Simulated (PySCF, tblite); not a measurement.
# C₇H₉BCl₂: geometry, infrared bands and NMR shifts

Wanted: the infrared bands and NMR shifts of C₇H₉BCl₂ (`CC1=CCC=C[C@@H]1B(Cl)Cl`), by calculation.

Programs: tblite 0.8.0 and PySCF 2.14.0, with density-fitted response routines of our own. Each step states its level of theory. These are calculated values for one molecule in the gas phase, unless marked as measured. Atoms count from 0, in the outputs and in this text.

## (1) The molecule as given

19 atoms, charge 0, multiplicity 1; geometry from: force field or distance geometry start.

Bonds of the start (Å): C0–C1 1.49, C1–C2 1.37, C2–C3 1.50, C3–C4 1.49, C4–C5 1.35, C5–C6 1.50, C6–B7 1.60, B7–Cl8 1.84, B7–Cl9 1.85, C6–C1 1.52, C0–H10 1.12, C0–H11 1.12, C0–H12 1.10, C2–H13 1.08, C3–H14 1.10, C3–H15 1.13, C4–H16 1.09, C5–H17 1.08, C6–H18 1.10.

## (2) Relaxing the molecule with GFN2-xTB

The job: settings as JSON, then the geometry in Å.

```
{"job": {"kind": "relax", "xc": "GFN2-xTB", "basis": "xTB"}, "charge": 0, "multiplicity": 1}
C     -1.992000    -1.090200    -0.522800
C     -0.620500    -0.549400    -0.279500
C      0.371800    -1.409900     0.099600
C      1.753300    -0.920600     0.413400
C      2.080800     0.374600    -0.247000
C      1.115700     1.236700    -0.622100
C     -0.342600     0.937900    -0.408200
B     -0.872100     1.724100     0.887000
Cl    -0.170000     1.375100     2.556900
Cl    -2.365700     2.804500     0.743800
H     -2.701200    -0.270500    -0.799800
H     -2.389700    -1.585100     0.396400
H     -1.979700    -1.822700    -1.342400
H      0.146300    -2.464200     0.215500
H      2.483300    -1.688700     0.100900
H      1.841500    -0.797500     1.532900
H      3.124300     0.653900    -0.389600
H      1.401200     2.186000    -1.055800
H     -0.894300     1.315200    -1.286700
```

Started as:

```
$ OMP_NUM_THREADS=1 python probes_run.py task.json out
```

The driver reads the jobs from task.json and runs them one after another.

**Question.** This job is followed by: GFN2-xTB harmonic vibrations, gas phase; GIAO PBE0/pcSseg-1 NMR shielding, non-relativistic, gas phase. What will the session give for the following? strongest single infrared mode (GFN2-xTB); zero-point energy (GFN2-xTB); 13C shifts against TMS (PBE0/pcSseg-1); 1H shifts against TMS (PBE0/pcSseg-1, means over atoms taken as alike); 11B shifts against BF3·OEt2 (PBE0/pcSseg-1); 35Cl shifts against HCl (PBE0/pcSseg-1, means over atoms taken as alike).

As calculated:

| quantity | value |
| --- | --- |
| strongest single infrared mode (GFN2-xTB) | 747 cm⁻¹, 72 km/mol |
| zero-point energy (GFN2-xTB) | 89.6 kcal/mol |
| 13C shifts against TMS (PBE0/pcSseg-1) | 138.9, 137.4, 133.4, 131.2, 52.3, 32.2, 25.4 ppm |
| 1H shifts against TMS (PBE0/pcSseg-1, means over atoms taken as alike) | 6.23, 6.19, 5.93, 3.04, 2.97, 2.82, 2.06 ppm |
| 11B shifts against BF3·OEt2 (PBE0/pcSseg-1) | 55.7 ppm |
| 35Cl shifts against HCl (PBE0/pcSseg-1, means over atoms taken as alike) | 264 ppm |

The optimisation took 119 steps and gained 0.538 eV; among the close pairs (by a distance rule), B7–Cl8 changed most, from 1.845 to 1.715 Å. No mode is imaginary among the 51: a minimum at this level. The strongest single mode, at 747 cm⁻¹, moves mainly B7. Unscaled tight-binding wavenumbers are off by several per cent, some by more. Its intensities can rank the bands wrongly. At PBE0/pcSseg-1: The widest tensor belongs to Cl8, Cl9: span 489 ppm, with a paramagnetic part of -462 ppm.
